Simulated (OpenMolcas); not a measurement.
# Ti²⁺ among point charges: CASSCF levels and susceptibility

Aim: the splitting of the states of Ti²⁺ in the field of 5 point charges, its lowest levels with spin-orbit coupling and its magnetic susceptibility.

Method: state-averaged CASSCF, spin-orbit coupling by RASSI with atomic mean-field integrals. Code: OpenMolcas 26.06.

1 further run of the same task is left out (it didn't finish).

### 1 The atom as given

| Property | Result |
| --- | --- |
| Species | Ti²⁺ (titanium, Z = 22, 20 electrons) |
| Basis | ANO-RCC-VDZP [5s4p2d1f], 34 functions |
| Scalar Hamiltonian | DKH2, point nucleus |
| Inactive shells | 1s 2s 2p 3s 3p |
| Active space | 2 electrons in 5 orbitals (3d) |
| Some configurations of this space | 3d² |
| Orbitals | optimised for each spin and parity, averaged over all roots |

The outer shells:

3d2
```
3d [↑ ][↑ ][  ][  ][  ]
```

The ion sits among 5 point charges of -1.5 e arranged as a square pyramid (C4v), 1.7 Å from the ion, with the axial distance 1.513 Å. The active orbitals were held to one l.

The work runs as a chain of OpenMolcas steps in one folder; each step below is one input file. Labels, J, g values, rates, χT and fits are worked out afterwards by a script from the matrices that RASSI stores.

### 2 Basis and integrals

The input, a.inp:

```
&GATEWAY
Coord
1

Ti 0.0 0.0 0.0
Basis=ANO-RCC-VDZP
Group=NoSym
NoMove
AngMom=0.0 0.0 0.0
AMFI
XField
5 Angstrom 0
1.700000 0.000000 0.000000 -1.500000
0.000000 1.700000 0.000000 -1.500000
-1.700000 0.000000 0.000000 -1.500000
0.000000 -1.700000 0.000000 -1.500000
0.000000 0.000000 1.513000 -1.500000
&SEWARD
```

What it wrote:

```text
Basis set label: TI.ANO-RCC...5S4P2D1F.

      Electronic valence basis set:
      ------------------
      Associated Effective Charge  22.000000 au
      Associated Actual Charge     22.000000 au
      Nuclear Model: Point charge

      Shell  nPrim  nBasis  Cartesian Spherical Contaminant
         s      21       5        X
         p      15       4        X
         d      10       2                 X
         f       6       1                 X
                  Relativistic Douglas-Kroll-Hess integrals:
                    - DKH order of Hamiltonian: 2
                    - DKH order of Properties : 0
                  Atomic mean-field integrals
```

### 3 Reference wave functions, triplets, 10 roots

The input, a.inp:

```
&RASSCF
FileOrb=start.orb
Symmetry=1
Spin=3
nActEl=2 0 0
Inactive=9
Ras2=5
CIRoot=10 10 1
SDav=10
CIMx=300
Iter=120 100
PrWF=0.3
OrbListing=Nothing
MaxOrb=0
SupSym
1
10 10 11 12 13 14 23 24 25 26 27
>>> COPY $Project.JobIph JOB001
```

start.orb holds the contracted functions of the basis, ordered by shell, or the orbitals of the step before.

What it wrote:

```text
Wave function specifications:
      -----------------------------

      Number of closed shell electrons          18
      Number of electrons in active shells       2
      Max number of holes in RAS1 space          0
      Max nr of electrons in RAS3 space          0
      Number of inactive orbitals                9
      Number of active orbitals                  5
      Number of secondary orbitals              20
      Spin quantum number                      1.0
      State symmetry                             1
Orbital specifications:
      -----------------------

      Symmetry species                           1
                                                 a
      Frozen orbitals                            0
      Inactive orbitals                          9
      Active orbitals                            5
      RAS1 orbitals                              0
      RAS2 orbitals                              5
      RAS3 orbitals                              0
      Secondary orbitals                        20
      Deleted orbitals                           0
      Number of basis functions                 34
      Number of CSFs                            10
      Number of root(s) required                10
      Iter CI   SX   CI       RASSCF       Energy    max ROT     max BLB   max BLB  Level Ln srch  Step   QN
          iter iter root      energy       change     param      element    value   shift minimum  type update
 Nr of preliminary CI iterations:   1
        1   1    8    0  -856.85959148    0.00E+00   1.28E-01*   9  16 1 -8.08E-02*  0.16   0.00    SX    NO
        2   1    7    0  -856.87818220   -1.86E-02* -3.36E-02    9  16 1 -2.16E-02*  0.13   0.00    SX    NO
        3   1    7    0  -856.87934474   -1.16E-03*  7.63E-03    8  21 1 -8.34E-03*  0.12   0.00    SX    NO
        4   1    6    0  -856.87941745   -7.27E-05* -3.56E-03    9  22 1  2.47E-03*  0.12   0.00    SX    NO
        5   1    6    0  -856.87942541   -7.97E-06* -6.93E-04    8  21 1 -1.63E-03*  0.11   0.75    QN   YES
        6   1    5    0  -856.87942724   -1.83E-06* -7.39E-05    7  20 1 -1.47E-04*  0.12   1.07    QN   YES
        7   1    4    0  -856.87942727   -2.60E-08*  1.42E-05    8  18 1  1.16E-05   0.12   1.10    QN   YES
        8   1    3    0  -856.87942727   -3.84E-10   2.17E-06    9  16 1  1.44E-06   0.12   1.06    QN   YES
      Convergence after  8 iterations
        9   1    3    0  -856.87942727   -3.98E-12   2.17E-06    9  16 1  4.01E-07   0.12   1.06    QN   YES
      Natural orbitals and occupation numbers for root  1
      sym 1:   0.012529   0.987471   0.012529   0.987471  -0.000000
      Natural orbitals and occupation numbers for root  2
      sym 1:   0.973540   0.973540   0.026460   0.026460  -0.000000
      Natural orbitals and occupation numbers for root  3
      sym 1:   0.973540   0.026460  -0.000000   0.973540   0.026460
::    RASSCF root number  1 Total energy:   -856.97053709
::    RASSCF root number  2 Total energy:   -856.94416592
::    RASSCF root number  3 Total energy:   -856.94416592
::    RASSCF root number  4 Total energy:   -856.88974519
::    RASSCF root number  5 Total energy:   -856.88974519
::    RASSCF root number  6 Total energy:   -856.87956257
::    RASSCF root number  7 Total energy:   -856.84702313
::    RASSCF root number  8 Total energy:   -856.84702313
::    RASSCF root number  9 Total energy:   -856.79155952
::    RASSCF root number 10 Total energy:   -856.79074504
```

### 4 Reference wave functions, singlets, 15 roots

The input, a.inp:

```
&RASSCF
FileOrb=start.orb
Symmetry=1
Spin=1
nActEl=2 0 0
Inactive=9
Ras2=5
CIRoot=15 15 1
SDav=15
CIMx=300
Iter=120 100
PrWF=0.3
OrbListing=Nothing
MaxOrb=0
SupSym
1
10 10 11 12 13 14 23 24 25 26 27
>>> COPY $Project.JobIph JOB002
```

What it wrote:

```text
Wave function specifications:
      -----------------------------

      Number of closed shell electrons          18
      Number of electrons in active shells       2
      Max number of holes in RAS1 space          0
      Max nr of electrons in RAS3 space          0
      Number of inactive orbitals                9
      Number of active orbitals                  5
      Number of secondary orbitals              20
      Spin quantum number                      0.0
      State symmetry                             1
Orbital specifications:
      -----------------------

      Symmetry species                           1
                                                 a
      Frozen orbitals                            0
      Inactive orbitals                          9
      Active orbitals                            5
      RAS1 orbitals                              0
      RAS2 orbitals                              5
      RAS3 orbitals                              0
      Secondary orbitals                        20
      Deleted orbitals                           0
      Number of basis functions                 34
      Number of CSFs                            15
      Number of root(s) required                15
      Iter CI   SX   CI       RASSCF       Energy    max ROT     max BLB   max BLB  Level Ln srch  Step   QN
          iter iter root      energy       change     param      element    value   shift minimum  type update
 Nr of preliminary CI iterations:   1
        1   1    4    0  -856.82747927    0.00E+00  -2.31E-02   12  27 1  6.59E-03*  0.09   0.00    SX    NO
        2   1    7    0  -856.82824194   -7.63E-04* -7.53E-03    7  22 1 -1.41E-02*  0.08   0.00    SX    NO
        3   1    7    0  -856.82833692   -9.50E-05*  5.76E-03    7  22 1  5.08E-03*  0.09   0.00    SX    NO
        4   1    6    0  -856.82836210   -2.52E-05*  3.07E-03    7  22 1 -3.81E-03*  0.08   0.00    SX    NO
        5   1    6    0  -856.82837044   -8.35E-06*  1.20E-03    7  22 1  2.08E-03*  0.08   0.63    QN   YES
        6   1    5    0  -856.82837499   -4.55E-06* -2.49E-05    7  19 1  2.87E-05   0.08   1.01    QN   YES
        7   1    4    0  -856.82837500   -2.65E-09  -6.85E-06    7  19 1  1.00E-05   0.08   1.29    QN   YES
      Convergence after  7 iterations
        8   1    4    0  -856.82837500   -1.74E-10  -6.85E-06    7  19 1  3.93E-07   0.08   1.29    QN   YES
      Natural orbitals and occupation numbers for root  1
      sym 1:   0.988491   0.988491   0.011509   0.011509  -0.000000
      Natural orbitals and occupation numbers for root  2
      sym 1:   0.996582   0.996582   0.003418   0.000000   0.003418
      Natural orbitals and occupation numbers for root  3
      sym 1:   0.827300   0.827300   0.003367   0.326586   0.015447
::    RASSCF root number  1 Total energy:   -856.92827089
::    RASSCF root number  2 Total energy:   -856.92775247
::    RASSCF root number  3 Total energy:   -856.90399839
::    RASSCF root number  4 Total energy:   -856.89853024
::    RASSCF root number  5 Total energy:   -856.89853024
::    RASSCF root number  6 Total energy:   -856.84917519
::    RASSCF root number  7 Total energy:   -856.84917519
::    RASSCF root number  8 Total energy:   -856.84182907
::    RASSCF root number  9 Total energy:   -856.82433527
::    RASSCF root number 10 Total energy:   -856.81283699
::    RASSCF root number 11 Total energy:   -856.81283699
::    RASSCF root number 12 Total energy:   -856.76810015
::    RASSCF root number 13 Total energy:   -856.75002286
::    RASSCF root number 14 Total energy:   -856.72949563
::    RASSCF root number 15 Total energy:   -856.63073537
```

### 5 State interaction with spin-orbit coupling

The input, a.inp:

```
&RASSI
NrOfJobIphs=2 10 15
1 2 3 4 5 6 7 8 9 10
1 2 3 4 5 6 7 8 9 10 11 12 13 14 15
IphNames
JOB001
JOB002
EJob
SpinOrbit
DIPRint=1.0
SOCoupling=1000.0
Subsets=2
Property=9
'ANGMOM' 1 'ANGMOM' 2 'ANGMOM' 3 'MLTPL  1' 1 'MLTPL  1' 2 'MLTPL  1' 3
'AMFI' 1 'AMFI' 2 'AMFI' 3
SOProperty=3
'ANGMOM' 1 'ANGMOM' 2 'ANGMOM' 3
```

What it wrote:

```text
SPIN-FREE ENERGIES:
  (Shifted by EMIN (a.u.) =       -856.9705370879)

 SF State       Relative EMIN(au)   Rel lowest level(eV)    D:o, cm**(-1)      L_eff

     1             0.0000000000        0.0000000000              0.0000         2.8
     2             0.0263711704        0.7175961028           5787.8029         2.9
     3             0.0263711704        0.7175961028           5787.8029         2.9
    11             0.0422661947        1.1501217478           9276.3575         3.0
    12             0.0427846168        1.1642287331           9390.1380         3.1
    13             0.0665386986        1.8106102266          14603.5563         3.1
    14             0.0720068432        1.9594060218          15803.6754         2.9
    15             0.0720068432        1.9594060218          15803.6754         2.9
     4             0.0807918968        2.1984595102          17731.7718         2.6
     5             0.0807918968        2.1984595102          17731.7718         2.6
     6             0.0909745162        2.4755427000          19966.5984         2.9
    16             0.1213618959        3.3024254254          26635.8574         3.7
    17             0.1213618959        3.3024254254          26635.8574         3.7
     7             0.1235139616        3.3609861163          27108.1812         1.6
     8             0.1235139616        3.3609861163          27108.1812         1.6
    18             0.1287080218        3.5023236937          28248.1456         3.1
    19             0.1462018149        3.9783540556          32087.5894         3.2
    20             0.1577001028        4.2912384091          34611.1719         3.5
    21             0.1577001028        4.2912384091          34611.1719         3.5
     9             0.1789775654        4.8702276612          39281.0352         1.3
    10             0.1797920432        4.8923907325          39459.7924         2.9
    22             0.2024369356        5.5085896447          44429.7718         3.9
    23             0.2205142267        6.0004977955          48397.2786         2.9
    24             0.2410414567        6.5590721791          52902.4848         3.0
    25             0.3398017157        9.2464757334          74577.8563         2.4
     Dipole printing threshold changed to   1.00000000E+00

++ Dipole transition strengths (spin-free states):
   -----------------------------------------------
     for osc. strength at least  1.00000000E+00

  ( Max oscillator strength is only    1.2353599358230607E-035 )
--
Eigenvalues of complex Hamiltonian:
   -----------------------------------
  (Shifted by EMIN (a.u.) =       -856.9705370879)

 SO State       Relative EMIN(au)   Rel lowest level(eV)    D:o, cm**(-1)     J-value

     1            -0.0000143011        0.0000000000              0.0000         3.0
     2            -0.0000082081        0.0001657995              1.3373         2.9
     3            -0.0000082081        0.0001657995              1.3373         2.9
     4             0.0261122381        0.7109393492           5734.1126         2.2
     5             0.0261254397        0.7112985820           5737.0100         2.2
     6             0.0263688565        0.7179222922           5790.4338         2.4
     7             0.0263688565        0.7179222922           5790.4338         2.4
     8             0.0266037275        0.7243134562           5841.9820         2.2
     9             0.0266091071        0.7244598430           5843.1627         2.2
    10             0.0422553248        1.1502151162           9277.1106         2.4
    11             0.0427912550        1.1647985194           9394.7336         2.5
    12             0.0665314802        1.8108029572          14605.1108         3.0
    13             0.0719872753        1.9592627051          15802.5194         2.3
    14             0.0719872753        1.9592627051          15802.5194         2.3
    15             0.0807528788        2.1977869268          17726.3470         2.3
    16             0.0807628121        2.1980572257          17728.5271         2.3
    17             0.0807972452        2.1989941982          17736.0843         2.5
    18             0.0807972452        2.1989941982          17736.0843         2.5
    19             0.0808330604        2.1999687811          17743.9449         2.3
    20             0.0808387621        2.2001239306          17745.1962         2.3
    21             0.0909807413        2.4761012434          19971.1034         2.7
    22             0.0909834865        2.4761759460          19971.7059         2.5
    23             0.0909834865        2.4761759460          19971.7059         2.5
    24             0.1213609930        3.3027900088          26638.7979         3.6
    25             0.1213609930        3.3027900088          26638.7979         3.6
    26             0.1234301411        3.3590943958          27092.9234         1.3
    27             0.1234339079        3.3591968949          27093.7502         1.3
    28             0.1235185013        3.3614987995          27112.3163         1.5
    29             0.1235185013        3.3614987995          27112.3163         1.5
    30             0.1235940179        3.3635537121          27128.8903         1.2
    31             0.1235989173        3.3636870296          27129.9655         1.3
    32             0.1287068947        3.5026821750          28251.0370         1.9
    33             0.1461992399        3.9786731388          32090.1630         2.6
    34             0.1576956561        4.2915065591          34613.3347         2.7
    35             0.1576956561        4.2915065591          34613.3347         2.7
    36             0.1789812264        4.8707164352          39284.9774         1.6
    37             0.1789812264        4.8707164352          39284.9774         1.6
    38             0.1789839961        4.8707918029          39285.5853         1.8
    39             0.1798049633        4.8931314574          39465.7668         2.5
    40             0.1798049633        4.8931314574          39465.7668         2.5
    41             0.1798051066        4.8931353556          39465.7982         2.7
Weights of the five most important spin-orbit-free states for each spin-orbit state.

 SO State  Total energy (au)           Spin-free states, spin, and weights
 -------------------------------------------------------------------------------------------------------
    1        -0.000014       1 1.0  0.9996    2 1.0  0.0001    3 1.0  0.0001   13 0.0  0.0000    5 1.0  0.0000
    2        -0.000008       1 1.0  0.9998    3 1.0  0.0001    2 1.0  0.0001    5 1.0  0.0000    4 1.0  0.0000
    3        -0.000008       1 1.0  0.9998    2 1.0  0.0001    3 1.0  0.0001    4 1.0  0.0000    5 1.0  0.0000
    4         0.026112       2 1.0  0.4996    3 1.0  0.4996   12 0.0  0.0007    6 1.0  0.0001    4 1.0  0.0000
    5         0.026125       2 1.0  0.4999    3 1.0  0.4999   11 0.0  0.0002    5 1.0  0.0000    4 1.0  0.0000
    6         0.026369       3 1.0  0.9998    1 1.0  0.0001    6 1.0  0.0000   14 0.0  0.0000   20 0.0  0.0000
    7         0.026369       2 1.0  0.9998    1 1.0  0.0001    6 1.0  0.0000   15 0.0  0.0000   21 0.0  0.0000
    8         0.026604       3 1.0  0.5000    2 1.0  0.5000    4 1.0  0.0000    5 1.0  0.0000    8 1.0  0.0000
    9         0.026609       3 1.0  0.4998    2 1.0  0.4998    1 1.0  0.0003    4 1.0  0.0000    5 1.0  0.0000
   10         0.042255      11 0.0  0.9995    4 1.0  0.0002    5 1.0  0.0002    3 1.0  0.0001    2 1.0  0.0001
   11         0.042791      12 0.0  0.9992    3 1.0  0.0004    2 1.0  0.0004    8 1.0  0.0000    7 1.0  0.0000
   12         0.066531      13 0.0  0.9996    4 1.0  0.0001    5 1.0  0.0001    7 1.0  0.0000    8 1.0  0.0000
```

Time for these steps: 5.4 s (1 thread, shared host).

Spin-free states:

| state | degeneracy | E (cm-1) | free-ion L (%) |
| --- | --- | --- | --- |
| triplet | 1 | 0 | F (88) |
| triplet | 2 | 5788 | F (95) |
| singlet | 1 | 9276 | D (53) |
| singlet | 1 | 9390 | G (52) |
| singlet | 1 | 14604 | G (55) |
| singlet | 2 | 15804 | D (59) |
| triplet | 2 | 17732 | F (80) |
| triplet | 1 | 19967 | F (100) |
| singlet | 2 | 26636 | G (87) |
| triplet | 2 | 27108 | P (75) |
| singlet | 1 | 28248 | G (59) |
| singlet | 1 | 32088 | G (53) |
| singlet | 2 | 34611 | G (72) |
| triplet | 1 | 39281 | P (88) |
| triplet | 1 | 39460 | F (100) |
| singlet | 1 | 44430 | G (100) |
| singlet | 1 | 48397 | G (47) |
| singlet | 1 | 52902 | D (52) |
| singlet | 1 | 74578 | S (49) |

With spin-orbit coupling:

```csv
E (cm-1),Degeneracy,2S+1,g
0.0,1,3,
1.3,2,3,0.00 0.00 4.00
5734,1,3,
5737,1,3,
5790,2,3,0.00 0.00 2.24
5842,1,3,
5843,1,3,
9277,1,1,
9395,1,1,
14605,1,1,
15803,2,1,0.00 0.00 0.99
17726,1,3,
17729,1,3,
17736,2,3,0.00 0.00 0.12
17744,1,3,
17745,1,3,
19971,1,3,
19972,2,3,0.00 0.00 3.96
26639,2,1,0.00 0.00 1.71
27093,1,3,
27094,1,3,
27112,2,3,0.00 0.00 0.36
27129,1,3,
27130,1,3,
```

Principal g values are given for doublets only; a zero marks a field direction without first-order Zeeman splitting.

Powder χT (cm³ K/mol): 0.91 at 2 K, 0.96 at 5 K, 0.97 at 10 K, 0.97 at 20 K, 0.98 at 50 K, 0.99 at 100 K, 1.00 at 150 K, 1.00 at 200 K, 1.01 at 250 K, 1.02 at 300 K.

Orbitals of the lowest block (energies include the constant potential of the surroundings):

| shell | space | energy (hartree) | mean occupation | ⟨r²⟩ (bohr²) |
| --- | --- | --- | --- | --- |
| 1s | inactive | -182.6987 | 2.000 | 0.00647 |
| 2s | inactive | -19.9519 | 2.000 | 0.123 |
| 2p | inactive | -16.1217 | 6.000 | 0.102 |
| 3s | inactive | -1.1833 | 2.000 | 1.17 |
| 3p | inactive | -0.0619 | 6.000 | 1.37 |
| 3d | RAS2 |  | 2.000 | 3.48 |

### 6 Summary of results

| quantity | value |
| --- | --- |
| method | CASSCF |
| spin-free ground state | triplet, 1-fold in its orbital part |
| first state of the same spin within the active space | triplet at 5790 cm⁻¹ |
| lowest level | 1-fold |
| next level | 1.3 cm⁻¹ |
| χT at 300 K | 1.02 cm³ K/mol |
| effective moment at 300 K | 2.86 μB |

In words: The spin-free ground state (triplet) comes to 88 % from free-ion F terms and keeps the highest spin of the shell. χT at 300 K is 1.02, against 1.00 cm³ K/mol for the spin alone; near agreement at one temperature doesn't show that the orbital moment is quenched. The field of point charges can differ much from that of real complexes. Point charges carry no covalency, so the field is a model and not that of real ligands.
